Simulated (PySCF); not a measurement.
**C₃H₇ClO₃Si: electronic excitations**

Aim: predict the electronic excitations of C₃H₇ClO₃Si (`CO[C@@H]1CO[Si@H](Cl)O1`).

The runs use PySCF 2.14.0, with density-fitted response routines of our own; the level of theory stands in each step. All values are computed, except where a source is named. Atoms are numbered from 0 throughout.

## (1) The molecule as given

15 atoms, charge 0, multiplicity 1; geometry from: GFN2-xTB.

Bonds of the start (Å): C0–O1 1.42, O1–C2 1.38, C2–C3 1.54, C3–O4 1.40, O4–Si5 1.63, Si5–Cl6 1.98, Si5–O7 1.64, O7–C2 1.40, C0–H8 1.09, C0–H9 1.09, C0–H10 1.10, C2–H11 1.10, C3–H12 1.09, C3–H13 1.09, Si5–H14 1.45.

## (2) Ultraviolet spectrum: B3LYP/def2-SVPD

The job: settings as JSON, then the geometry in Å.

```
{"job": {"kind": "uv", "xc": "B3LYP", "basis": "def2-SVPD", "nstates": 8, "ntriplets": 3}, "charge": 0, "multiplicity": 1}
C      1.688044     0.240922     1.570545
O      1.305519    -0.132547     0.260393
C      0.008908    -0.606310     0.162600
C     -0.236568    -1.007263    -1.308847
O     -0.999617    -0.005724    -1.914533
Si    -1.681564     0.992623    -0.816992
Cl    -1.254759     2.892461    -1.179730
O     -0.928195     0.371933     0.500045
H      2.716940     0.583163     1.495166
H      1.051842     1.044499     1.950319
H      1.627038    -0.618653     2.247378
H     -0.147183    -1.453370     0.853418
H      0.721976    -1.087704    -1.823598
H     -0.777078    -1.955382    -1.365694
H     -3.099714     0.749343    -0.652381
```

Level: TDDFT B3LYP/def2-SVPD, vertical, gas phase, core orbitals frozen in the response.

Started as:

```bash
$ OMP_NUM_THREADS=1 python probes_run.py task.json out
```

This one command runs all jobs of the session in turn.

Predict these results of the whole session: lowest singlet (B3LYP/def2-SVPD); brightest single state of those computed; lowest triplet; surface potential, 1st and 99th percentile.

The runs gave:

| quantity | value |
| --- | --- |
| lowest singlet (B3LYP/def2-SVPD) | 7.30 eV (170 nm), f = 0.004 |
| brightest single state of those computed | state 7, 8.00 eV, f = 0.040 |
| lowest triplet | 7.18 eV |
| surface potential, 1st and 99th percentile | -1.14 V and 1.30 V |

**Reading.** The lowest singlet, at 7.30 eV, is HOMO→LUMO 0.88 and is weak; of the 8 states computed, the strongest absorption comes from states 7 to 8 together at 8.00 eV (the last computed, so partners may be missing). The lowest triplet lies 0.13 eV below the lowest singlet (triplets in Tamm-Dancoff, singlets in full TDDFT). States above −ε(HOMO) lie where TDDFT describes them poorly and they hang on the basis; the brightest is among them.
